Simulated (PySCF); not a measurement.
# CH7B2NO (SMILES BCOBN): levels of theory compared

Wanted: a comparison of 6 runs (HF/STO-3G, HF/3-21G, HF/def2-SVPD, B3LYP/6-31G*, MP2/STO-3G, CCSD/6-31G**) of CH7B2NO. 

The results are computed with PySCF 2.14.0.

**1. Starting point**

CH7B2NO has 12 atoms, charge 0, and is taken as a singlet. SMILES: `BCOBN`. The coordinates come from a GFN2-xTB relaxation. This is one conformer, not always the lowest.

Bond lengths: B1–C2 1.568 Å, C2–O3 1.420 Å, O3–B4 1.348 Å, B4–N5 1.403 Å, B1–H6 1.167 Å, B1–H7 1.169 Å, C2–H8 1.102 Å, C2–H9 1.102 Å, B4–H10 1.171 Å, N5–H11 1.003 Å, N5–H12 1.006 Å. Some angles: B1–C2–O3 118.0°, C2–O3–B4 122.8°, O3–B4–N5 124.2°, B1–C2–H8 111.3°, B1–C2–H9 107.6°, O3–C2–H8 108.9°, O3–C2–H9 105.5°, C2–B1–H6 121.2°, C2–B1–H7 117.9°, O3–B4–H10 115.8°.

**2. Energy and forces at HF/STO-3G (run 1)**

Input file geometry.xyz:

```xyz
12

B     -1.479530    -0.565670     0.681920
C     -0.043960    -1.150860     0.444800
O      1.068910    -0.299040     0.676510
B      1.300750     0.812670    -0.049950
N      0.487040     1.247780    -1.107230
H     -1.630670     0.494410     1.145590
H     -2.396240    -1.236570     0.405640
H      0.046700    -1.591390    -0.561080
H      0.087470    -2.001100     1.132830
H      2.263130     1.416390     0.235670
H      0.662330     2.086100    -1.629130
H     -0.365940     0.787280    -1.375560
```

Input file calc.py:

```python
from pyscf import gto, scf

mol = gto.M(
    atom='geometry.xyz',
    basis='sto-3g',
    max_memory=1860,
    spin=0,
    verbose=4,
)

mf = scf.RHF(mol)
mf.conv_tol = 1e-10
mf.kernel()
if not mf.converged:
    mf = mf.newton().run(mf.mo_coeff, mf.mo_occ)

e_final = mf.e_tot
print('E(%s) = %.9f' % ('HF', e_final))
grad = mf.nuc_grad_method().kernel()
dip = mf.dip_moment()
pop, q = mf.mulliken_pop()
```

Launch:

```sh
$ OMP_NUM_THREADS=1 python calc.py
```

What it wrote:

```text
PySCF version 2.14.0

[... 66 lines left out ...]
converged SCF energy = -217.878118522924
[... 12 lines left out ...]
Dipole moment(X, Y, Z, Debye): -1.77655, -0.23668, -1.30351
[... 45 lines left out ...]
charge of   11H =      0.16683
```

It took 2.1 s on 1 thread of Intel Xeon at 2.70GHz, shared host; peak memory 0.12 GiB.

**3. Energy and forces at HF/3-21G (run 2)**

Input file run.py:

```python
from pyscf import gto, scf

molecule = gto.M(
    atom='''
B     -1.479530    -0.565670     0.681920
C     -0.043960    -1.150860     0.444800
O      1.068910    -0.299040     0.676510
B      1.300750     0.812670    -0.049950
N      0.487040     1.247780    -1.107230
H     -1.630670     0.494410     1.145590
H     -2.396240    -1.236570     0.405640
H      0.046700    -1.591390    -0.561080
H      0.087470    -2.001100     1.132830
H      2.263130     1.416390     0.235670
H      0.662330     2.086100    -1.629130
H     -0.365940     0.787280    -1.375560
''',
    max_memory=1860,
    basis='3-21g',
    verbose=4,
)

calc0 = scf.RHF(molecule)
calc0.conv_tol = 1e-10
calc0.kernel()
if not calc0.converged:
    calc0 = calc0.newton().run(calc0.mo_coeff, calc0.mo_occ)

e_final = calc0.e_tot
print('E(%s) = %.9f' % ('HF', e_final))
grad = calc0.nuc_grad_method().kernel()
calc0.analyze()
```

Launch:

```sh
$ OMP_NUM_THREADS=1 python run.py
```

What it wrote:

```text
PySCF version 2.14.0

[... 86 lines left out ...]
Two-electron Coulomb Energy =          264.463288693698416
[... 13 lines left out ...]
MO #11  energy= -0.681532920867312 occ= 2
[... 11 lines left out ...]
MO #23  energy= 0.300922593332262  occ= 0
[... 11 lines left out ...]
MO #35  energy= 0.687705095208327  occ= 0
[... 11 lines left out ...]
MO #47  energy= 1.3916487546284    occ= 0
[... 11 lines left out ...]
MO #59  energy= 3.56042126505641   occ= 0
[... 74 lines left out ...]
Dipole moment(X, Y, Z, Debye): -2.27401, -0.23109, -1.80341
```

Wall time 2.6 s (1 thread of Intel Xeon at 2.70GHz, shared host); peak memory 0.13 GiB.

**4. Energy and forces at HF/def2-SVPD (run 3)**

Input file input.xyz:

```xyz
12

B     -1.479530    -0.565670     0.681920
C     -0.043960    -1.150860     0.444800
O      1.068910    -0.299040     0.676510
B      1.300750     0.812670    -0.049950
N      0.487040     1.247780    -1.107230
H     -1.630670     0.494410     1.145590
H     -2.396240    -1.236570     0.405640
H      0.046700    -1.591390    -0.561080
H      0.087470    -2.001100     1.132830
H      2.263130     1.416390     0.235670
H      0.662330     2.086100    -1.629130
H     -0.365940     0.787280    -1.375560
```

Input file calc.py:

```python
# BCOBN
from pyscf import gto, scf

mol = gto.Mole()
mol.atom = 'input.xyz'
mol.spin = 0
mol.verbose = 4
mol.basis = 'def2-svpd'
mol.max_memory = 1860
mol.build()

hf = scf.RHF(mol)
hf.conv_tol = 1e-10
hf.kernel()
if not hf.converged:
    hf = hf.newton().run(hf.mo_coeff, hf.mo_occ)

energy = hf.e_tot
print('E = %.10f Eh' % energy)
grad = hf.nuc_grad_method().kernel()
dip = hf.dip_moment()
pop, q = hf.mulliken_pop()
```

Launch:

```sh
$ OMP_NUM_THREADS=1 python calc.py
```

What it wrote:

```text
PySCF version 2.14.0

[... 68 lines left out ...]
converged SCF energy = -220.528769257078
[... 12 lines left out ...]
Dipole moment(X, Y, Z, Debye): -1.81359, -0.18651, -1.48961
[... 172 lines left out ...]
charge of   11H =      0.10367
```

Run time: 38 s. Hardware: 1 thread of Intel Xeon at 2.70GHz, shared host; peak memory 0.72 GiB.

Runs 4 to 5 aren't shown in full; the table further down has their settings and results.

**5. A single-point energy at CCSD/6-31G(d,p) (spherical functions) (run 6)**

Input file run.py:

```python
# BCOBN
from pyscf import gto, scf, cc

mol = gto.M(
    atom='''
B     -1.479530    -0.565670     0.681920
C     -0.043960    -1.150860     0.444800
O      1.068910    -0.299040     0.676510
B      1.300750     0.812670    -0.049950
N      0.487040     1.247780    -1.107230
H     -1.630670     0.494410     1.145590
H     -2.396240    -1.236570     0.405640
H      0.046700    -1.591390    -0.561080
H      0.087470    -2.001100     1.132830
H      2.263130     1.416390     0.235670
H      0.662330     2.086100    -1.629130
H     -0.365940     0.787280    -1.375560
''',
    charge=0,
    basis='6-31g**',
    verbose=4,
    max_memory=1860,
    spin=0,
)

mf = scf.RHF(mol)
mf.conv_tol = 1e-10
mf.kernel()
if not mf.converged:
    mf = mf.newton().run(mf.mo_coeff, mf.mo_occ)

mycc = cc.CCSD(mf, frozen=5)
mycc.kernel()
e_final = mycc.e_tot
print('E = %.10f Eh' % e_final)
dip = mf.dip_moment()
pop, q = mf.mulliken_pop()
```

Launch:

```sh
$ OMP_NUM_THREADS=1 python run.py
```

What it wrote:

```text
PySCF version 2.14.0

[... 68 lines left out ...]
converged SCF energy = -220.688363555555
[... 12 lines left out ...]
Init t2, MP2 energy = -221.341427150961  E_corr(MP2) -0.653063595406018
[... 13 lines left out ...]
CCSD converged
[... 2 lines left out ...]
Dipole moment(X, Y, Z, Debye): -1.91455, -0.16519, -1.55234
[... 118 lines left out ...]
charge of   11H =      0.27714
```

Run time: 36 s. Hardware: 1 thread of Intel Xeon at 2.70GHz, shared host; peak memory 0.81 GiB.

**6. Overview of the runs**

```csv
run,level,integration grid,frozen core orbitals,energy (Eh),dipole moment (D) of the reference,HOMO energy (eV),LUMO energy (eV),wall time
1,HF/STO-3G,–,–,-217.878119,2.22,-8.59,6.33,2.1 s
2,HF/3-21G,–,–,-219.462538,2.91,-10.89,2.30,2.6 s
3,HF/def2-SVPD,–,–,-220.528769,2.35,-11.29,1.85,38 s
4,B3LYP/6-31G* (spherical functions),5,–,-222.042394,2.36,-6.96,-1.56,47 s
5,MP2/STO-3G,–,5,-218.086341,2.22,-8.59,6.33,2.9 s
6,CCSD/6-31G** (spherical functions),–,5,-221.391491,2.47,-11.01,2.56,36 s
```

**7. Summary of results**

| quantity | value |
| --- | --- |
| run 6: total energy | -221.39149 Eh |
| run 6: dipole moment (Hartree–Fock density) | 2.47 D |
| run 6: HOMO energy (Hartree–Fock orbitals) | -11.01 eV |
| run 6: LUMO energy (Hartree–Fock orbitals) | 2.56 eV |
| run 6: HOMO–LUMO gap (Hartree–Fock orbitals) | 13.56 eV |
| run 6: correlation energy (5 core orbitals frozen) | -703.1 mEh |
| run 6: T1 diagnostic | 0.012 |

**Reading.** Over runs 1, 2, 3, 4 the dipole moment (its size) runs from 2.22 D (HF/STO-3G) to 2.91 D (HF/3-21G). Over runs 1, 2, 3, 4 the HOMO–LUMO gap runs from 5.40 eV (B3LYP/6-31G*) to 14.93 eV (HF/STO-3G). The two ends differ in method and basis. In runs 1, 5 the basis is minimal, so the values are rough. All runs together took 2.1 min, the longest 47 s.
